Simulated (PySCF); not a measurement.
# The bond of HgO+, level by level

Aim: find the lowest electronic state of HgO+, scan its bond at several levels of theory, and get bond length, wavenumber and dissociation energy from each curve.

The runs use PySCF 2.14.0; Hg def2-SVPD with ECP60, O def2-SVPD, scalar-relativistic core potentials.

**1. The job**

Settings of the job:

```yaml
atoms: Hg, O
charge: 1
basis: Hg def2-SVPD with ECP60, O def2-SVPD
Hamiltonian: scalar-relativistic core potentials
basis_functions: 58
electrons_treated: 27
masses_in_u: 201.9706, 15.9949
levels: PBE0, PBE, r²SCAN, BP86, MN15, B2PLYP, HSE06, HF, MP2, SCS-MP2
grid: 80 radial by 434 angular points
occupations: held fixed by the projection of orbital angular momentum
dissociation_limit: Hg+ + O, each in its ground configuration
starting_distance_in_angstrom: 2.075
values_of_2S_to_try: 1, 3
```

Started as:

```bash
> OMP_NUM_THREADS=1 python dia.py task.json out
```

The runs that follow: The PBE0 curve of the state that the search chose; Excited determinants; PBE (GGA); r²SCAN; BP86; MN15 (hybrid meta-GGA); B2PLYP; HSE06 (range-separated hybrid); ROHF (mean field).

**Question.** What will these runs give? Wanted: for each run, Re; ωe; De; μ.

**Answer**, as computed:

Lowest PBE0 solution found, without spin–orbit coupling: ²Π (doublet), unpaired electrons π ↑. State 2 has its PBE0 minimum 0.26 eV higher. State 3 has its PBE0 minimum 0.45 eV higher, as a spin-mixed determinant (⟨S²⟩ = 1.75), so this is no gap between pure states. The other levels ran on the lowest alone.

```
       level  Re (Å)  ωe (cm⁻¹)  De (eV)  μ (D)
        ROHF   1.998        591    -1.31  -4.12
    ROHF-MP2   2.004        513    0.472    n/a
ROHF-SCS-MP2   2.020        496    0.433    n/a
         PBE   2.006        491     1.40  -1.91
        BP86   2.006        493     1.39  -1.86
      r²SCAN   1.991        511     1.15  -2.13
        PBE0   2.007        473     0.83  -2.28
       HSE06   2.011        469     0.84  -2.24
        MN15   1.992        474     0.89  -2.10
```

De is counted to Hg+ + O in their ground configurations. A positive dipole points from Hg to O; in an ion it is taken about the centre of mass and does not tell which atom is negative. No constants: B2PLYP (fits of two degrees disagree). ⟨S²⟩ is off the pure value of 0.75 by over a tenth at PBE0 0.84, HSE06 0.84, MN15 0.84.

**Reading.** The methods spread over 0.029 Å in bond length, from r²SCAN to ROHF-SCS-MP2. Among the levels with a De in the table, it runs from -1.31 eV (ROHF) to 1.40 eV (PBE).

Correlated steps freeze 1 core orbital. Spin–orbit coupling is left out, which matters for elements this heavy, above all for dissociation energies. B2PLYP dipoles, levels and charges come from its SCF part alone. A negative De means that the minimum lies above the separated atoms at that level. With spin–orbit coupling the term label itself may not hold.
